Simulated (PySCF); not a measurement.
Molecule: CGeFH5, in a box.

```
CELL_PARAMETERS angstrom
12.00000 0.00000 0.00000
0.00000 13.00000 0.00000
0.00000 0.00000 12.00000
ATOMIC_POSITIONS crystal
C 0.44132 0.57370 0.45936
Ge 0.53019 0.45650 0.50432
F 0.61092 0.49732 0.61722
H 0.38871 0.55347 0.38845
H 0.49555 0.63727 0.43545
H 0.38823 0.59825 0.52814
H 0.61393 0.42156 0.41503
H 0.46049 0.36596 0.54834
```

Program: PySCF 2.14.0. Alike in all runs: task atomic charges; potentials or basis pob-tzvp-rev2 (all-electron); no spin polarisation; cell as given; k mesh 1 × 1 × 1; smearing fixed.

Problem. Order these runs on this cell by their band gap on the k mesh, lowest first.
A. level B3LYP5+D3(BJ); three-body dispersion term no; exxdiv ewald
B. level r2SCAN+D4; three-body dispersion term yes
C. level SCAN0; exxdiv ewald

Solution. B (8.57 eV), A (9.90 eV), C (10.78 eV).

Caveats: this is a molecule in a periodic box at the Γ point, so its band gap is the HOMO-LUMO gap; relativity is left out, which matters for the heavier elements; the basis of atomic orbitals isn't converged, which shifts pressures, moduli and gaps.

Runs at the PBE level aren't shown here.
